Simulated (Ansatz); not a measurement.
**C₅H₃F₅: ionisation energy by level of theory**

One table from this session's results is given with a row withheld; the runs are named, their logs left out.

Computed with Ansatz 0.2.0, Gaussian basis. Level: unrestricted cation, the program's frozen cores in correlated methods.

The runs, in order: UKS PBE-D4/def2-TZVPP; UKS r2SCAN-D4/def2-TZVPP; UKS PBE0-D4/def2-TZVPP; UKS B3LYP-D4/def2-TZVPP; UKS wB97X-V/def2-TZVPP; UKS wB97M-V/def2-TZVPP; UKS B2PLYP/def2-TZVPP; UHF-CCSD(T)/def2-TZVPP; UHF-MP2/def2-QZVPP; extrapolation to the limit; then −ε(HOMO) from the neutral's earlier runs with LDA (SPW92), PBE-D4, revPBE-D4, BLYP-D4, r2SCAN-D4, B97M-V, PBE0-D4, B3LYP-D4, r2SCANh-D4, r2SCAN0-D4, HSE06-D4, BHLYP-D4, CAM-B3LYP-D4, LC-ωPBE, ωB97X-V, ωB97M-V.

## The geometry

An earlier PBE0-D4 in a triple-zeta def2 set relaxation fixed the geometry.

SMILES `FC1=C(F)C(F)(F)C(F)C1`, 13 atoms, charge 0, spin multiplicity 1.

Atoms are counted from 1 here; the program's logs count them from 0.

Bond lengths: F1–C2 1.319 Å, C2–C3 1.327 Å, C2–C10 1.486 Å, C3–F4 1.318 Å, C3–C5 1.486 Å, C5–F6 1.365 Å, C5–F7 1.344 Å, C5–C8 1.547 Å, C8–F9 1.370 Å, C8–C10 1.531 Å, C8–H11 1.091 Å, C10–H12 1.092 Å, C10–H13 1.094 Å. Angles: F1–C2–C3 125.6°, F1–C2–C10 120.5°, C3–C2–C10 113.9°, C2–C3–F4 127.7°, C2–C3–C5 110.8°, F4–C3–C5 121.5°, C3–C5–F6 111.2°, C3–C5–F7 113.2°, C3–C5–C8 104.1°, F6–C5–F7 106.4°, F6–C5–C8 109.6°, F7–C5–C8 112.4°, C5–C8–F9 109.4°, C5–C8–C10 105.9°, C5–C8–H11 109.8°, F9–C8–C10 109.6°, F9–C8–H11 108.4°, C10–C8–H11 113.7° and more.

The first run:

in.yaml reads:

```yaml
crystal:
  periodic: [false, false, false]
  atoms:
    - {symbol: F, position_ang: [-2.173367, 0.795250, -1.297631]}
    - {symbol: C, position_ang: [-1.131751, 0.397075, -0.593826]}
    - {symbol: C, position_ang: [-1.101820, 0.246347, 0.723940]}
    - {symbol: F, position_ang: [-2.079225, 0.462322, 1.581684]}
    - {symbol: C, position_ang: [0.214918, -0.282957, 1.165297]}
    - {symbol: F, position_ang: [0.116902, -1.585294, 1.561007]}
    - {symbol: F, position_ang: [0.735300, 0.391170, 2.204744]}
    - {symbol: C, position_ang: [1.100710, -0.191339, -0.099739]}
    - {symbol: F, position_ang: [1.941427, 0.884410, 0.010686]}
    - {symbol: C, position_ang: [0.138152, 0.026533, -1.269849]}
    - {symbol: H, position_ang: [1.707438, -1.093904, -0.191991]}
    - {symbol: H, position_ang: [0.515438, 0.823619, -1.914661]}
    - {symbol: H, position_ang: [0.015876, -0.873221, -1.879650]}
basis:
  gaussian: {orbitals: def2-TZVPP}
total_charge: 1
magnetization: {spin_polarized: true, initial_magnetization: 1}
hamiltonian: {xc: pbe, dispersion: d4}
```

Run with:

```console
ansatz run in.yaml --threads 4 --pin off --events-out ev --progress --plain --max-ram 66560MiB --backend cuda --devices 0, --max-vram 37GiB
```

Steps of the session up to this table: Cation, UKS PBE-D4/def2-TZVPP; Cation, UKS r2SCAN-D4/def2-TZVPP; Cation, UKS PBE0-D4/def2-TZVPP; Cation, UKS B3LYP-D4/def2-TZVPP; Cation, UKS wB97X-V/def2-TZVPP; Cation, UKS wB97M-V/def2-TZVPP; Cation, UKS B2PLYP (frozen core)/def2-TZVPP; Cation, UHF-CCSD(T)/def2-TZVPP; Cation, UHF-MP2/def2-QZVPP.

One table of the session follows, with a row left open; its other results are not shown here.

For comparison, −ε(HOMO) of the neutral from earlier runs:

| functional | −ε(HOMO) (eV) |
| --- | --- |
| LDA (SPW92) | 6.87 |
| PBE-D4 | 6.64 |
| revPBE-D4 | 6.55 |
| BLYP-D4 | 6.54 |
| r2SCAN-D4 | 6.90 |
| B97M-V | 6.98 |
| PBE0-D4 | 8.00 |
| B3LYP-D4 | 7.80 |
| r2SCANh-D4 | 7.41 |
| r2SCAN0-D4 | 8.17 |
| HSE06-D4 | 7.59 |
| BHLYP-D4 | 9.25 |
| CAM-B3LYP-D4 | 9.40 |
| LC-ωPBE | 10.69 |
| ωB97X-V | 10.32 |
| ωB97M-V | ? |

**Question.** Estimate the row for ωB97M-V.

As computed: −ε(HOMO) (eV): 10.23. In the column «−ε(HOMO) (eV)» it lies between CAM-B3LYP-D4 (9.40) and ωB97X-V (10.32).
